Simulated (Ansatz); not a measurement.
**SiH₃Cl + SiH₄: a complex and its separated parts**

The complex below is one end of an elementary step. How strongly is it bound against its free parts?

The runs use Ansatz 0.2.0, Gaussian basis; PBE0-D4/def2-TZVP structures, single points in def2-TZVPP, no counterpoise correction.

Levels: SPW92, PBE-D4, BLYP-D4, r2SCAN-D4, B97M-V, PBE0-D4, B3LYP-D4, r2SCAN0-D4, BHLYP-D4, CAM-B3LYP-D4, wB97X-V, wB97M-V, B2PLYP, PBE-QIDH, RPA on PBE, Hartree-Fock, MP2, CCSD, CCSD(T).

Correlated methods freeze the cores. B3LYP uses VWN-RPA correlation. B2PLYP carries no dispersion term here.

94 further runs of the same task are left out: 94 set aside as unsound or not needed.

### Step 1. Where the work starts

The complex: 10 atoms, charge 0, spin multiplicity 1.

Atoms are counted from 1 here; the program's logs count them from 0.

Bond lengths: Si1–H2 1.482 Å, Si1–H3 1.480 Å, Si1–H4 1.480 Å, Si1–Cl5 2.056 Å, H6–Si7 1.484 Å, Si7–H8 1.488 Å, Si7–H9 1.484 Å, Si7–H10 1.484 Å. Angles: H2–Si1–H3 110.6°, H2–Si1–H4 110.5°, H2–Si1–Cl5 108.1°, H3–Si1–H4 110.8°, H3–Si1–Cl5 108.4°, H4–Si1–Cl5 108.4°, H6–Si7–H8 109.2°, H6–Si7–H9 109.8°, H6–Si7–H10 109.9°, H8–Si7–H9 109.1°, H8–Si7–H10 108.9°, H9–Si7–H10 109.9°.

Geometry (Å):

```xyz
10
charge 0, multiplicity 1
Si   -0.95208    1.00127   -1.23455
H    -0.33041   -0.31587   -1.50733
H    -2.12452    0.84847   -0.34416
H     0.03886    1.92921   -0.64469
Cl   -1.59385    1.78831   -3.02169
H     0.59643   -2.37093    0.79501
Si    0.99732   -1.05465    1.35012
H    -0.17268   -0.13532    1.32151
H     2.09117   -0.47553    0.53126
H     1.44976   -1.21497    2.75442
```

Its parts: SiH₃Cl holds atoms 1, 2, 3, 4, 5; SiH₄ holds atoms 6, 7, 8, 9, 10. Each part counts its atoms afresh in its own runs.

### Step 2. Relaxing SiH₃Cl alone

relax-a/in.yaml

```yaml
crystal:
  periodic: [false, false, false]
  atoms:
    - {symbol: Si, position_ang: [-0.952085, 1.001271, -1.234549]}
    - {symbol: H, position_ang: [-0.330411, -0.315871, -1.507328]}
    - {symbol: H, position_ang: [-2.124516, 0.848469, -0.344165]}
    - {symbol: H, position_ang: [0.038857, 1.929215, -0.644692]}
    - {symbol: Cl, position_ang: [-1.593847, 1.788306, -3.021691]}
basis:
  gaussian: {orbitals: def2-TZVP}
hamiltonian: {xc: pbe0, dispersion: d4}
relax: {f_tol: 0.005, max_steps: 200}
```

The run is started by

```sh
> ansatz run in.yaml --threads 4 --pin off --events-out ev --progress --plain --max-ram 9574MiB
```

The runs that follow: Relaxing SiH₄ alone; SPW92/def2-TZVPP; PBE-D4/def2-TZVPP; BLYP-D4/def2-TZVPP; r2SCAN-D4/def2-TZVPP; B97M-V/def2-TZVPP; PBE0-D4/def2-TZVPP; B3LYP-D4/def2-TZVPP; r2SCAN0-D4/def2-TZVPP; BHLYP-D4/def2-TZVPP; CAM-B3LYP-D4/def2-TZVPP; wB97X-V/def2-TZVPP; wB97M-V/def2-TZVPP; B2PLYP/def2-TZVPP; PBE-QIDH/def2-TZVPP; RPA on PBE/def2-TZVPP; CCSD(T)/def2-TZVPP; Vibrations of SiH₃Cl; Vibrations of SiH₄.

**Question.** What will these runs give? Wanted: complex less parts, CCSD(T)/def2-TZVPP; with zero-point energy; largest T1 diagnostic.

The runs gave:

| quantity | value |
| --- | --- |
| complex less parts, CCSD(T)/def2-TZVPP | -4.7 kJ/mol |
| with zero-point energy | -1.8 kJ/mol |
| largest T1 diagnostic | 0.011 |

**Reading.** At CCSD(T) the complex lies 4.7 kJ/mol below its parts. The functionals run from r2SCAN-D4, off by -0.7 kJ/mol, to SPW92, off by -7.9 kJ/mol, against CCSD(T). By rung, the mean size of the error is: LDA 7.9, GGA 2.0, meta-GGA 0.8, hybrid 1.6, range-separated hybrid 1.0, double hybrid 2.9 kJ/mol. PBE-D4 gives a relative energy 3.0 kJ/mol too low, an error of 63 % of the reference. No counterpoise was applied, and triple zeta lacks some correlation, so the CCSD(T) reference has a basis error of its own, and close matches with it are partly luck.
